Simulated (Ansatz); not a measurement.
SnO2, space group Pnnm, an optical spectrum

Program: the Ansatz DFT code, driven from Python.

`sno2.cif`
```cif
data_SnO2
_cell_length_a 4.788004
_cell_length_b 4.866582
_cell_length_c 3.240898
_cell_angle_alpha 90.00000
_cell_angle_beta 90.00000
_cell_angle_gamma 90.00000
_symmetry_space_group_name_H-M 'P 1'
_symmetry_Int_Tables_number 1
loop_
_symmetry_equiv_pos_as_xyz
'x, y, z'
loop_
_atom_site_label
_atom_site_type_symbol
_atom_site_fract_x
_atom_site_fract_y
_atom_site_fract_z
Sn1 Sn    0.500000    0.500000    0.500000
Sn2 Sn    0.000000    0.000000    0.000000
O3 O    0.291855    0.321042    0.000000
O4 O    0.791855    0.178958    0.500000
O5 O    0.208145    0.821042    0.500000
O6 O    0.708145    0.678958    0.000000
```

The script, `optics_sno2.py`:
```python
# -*- coding: utf-8 -*-
"""Independent-particle optical spectrum of SnO2."""

import ansatz as az
from ase.io import read
import matplotlib.pyplot as plt
import numpy as np


def main():
    atoms = read("sno2.cif")
    xtal = az.Crystal.from_ase(atoms)

    job = xtal.calculation()
    job = job.functional(az.Functional.R2SCAN).basis(41 * az.Ry)
    job = job.kpoints(6, 4, 6).occupations("cold")
    job = job.scf(tolerance=1e-09).optics(energy_step=0.05, nscf_kmesh=(6, 6, 8), broadening_width=0.3)
    out = job.run()
    spectra = out.optics()
    energy, filling = np.asarray(spectra.photon_energy_ev), spectra.band_filling
    gapped = filling.kind == "insulating"
    eps1 = np.asarray(filling.eps1 if gapped else filling.eps1_interband)[:3].mean(axis=0)
    eps2 = np.asarray(filling.eps2 if gapped else filling.eps2_interband)[:3].mean(axis=0)
    print("filling:", filling.kind, "- valid up to", round(spectra.valid_up_to_ev, 2), "eV,", spectra.n_bands, "bands")
    top = min(10, spectra.valid_up_to_ev)
    # mean of xx, yy and zz; between bands only where the bands are partly filled
    shown = energy <= top
    plt.figure(figsize=(4.8, 3.2))
    plt.plot(energy[shown], eps1[shown], label="eps1")
    plt.plot(energy[shown], eps2[shown], label="eps2")
    plt.xlabel("photon energy (eV)")
    plt.legend()
    plt.tight_layout()
    plt.savefig("optics.png", dpi=100)
    peak = int(np.argmax(np.where(shown & (energy > 0.3), eps2, 0)))
    print(f"strongest absorption at {energy[peak]:.2f} eV, eps2 = {eps2[peak]:.2f}")
    if gapped:
        print("eps_inf, bands beyond those summed included:", np.round(filling.eps_inf[:3], 3))
    print("f-sum electrons:", np.round(filling.get("f_sum_n_eff"), 3))


if __name__ == "__main__":
    main()
```

```console
$ python optics_sno2.py
DeckWarning: scf.convergence.dr2_threshold = 1e-9 eV is looser than 1e-11 eV, the default for `output.optics` on PAW and all-electron files: empty levels that such a close leaves unsettled move lines of the spectra; leave scf.convergence.dr2_threshold unset, or set it to the tightest value that every SCF of the run reaches
filling: insulating - valid up to 9.68 eV, 32 bands
strongest absorption at 9.65 eV, eps2 = 4.24
eps_inf, bands beyond those summed included: [4.208 4.185 4.521]
f-sum electrons: [ 9.29   9.367 11.177]
```
(Warnings from the package without file and line.)

What to keep in mind:
- Averages over directions belong to no single polarisation, least of all in layered crystals.
- The structure comes from a database of computed cells and needn't be a stable or known phase.
- Independent-particle spectra on Kohn-Sham bands hold no excitons, and semilocal gaps are too small.
- Hardware and time: 120 s on 1 thread of Intel(R) Xeon(R) Processor @ 2.30GHz (shared host), peak memory 1.4 GiB.
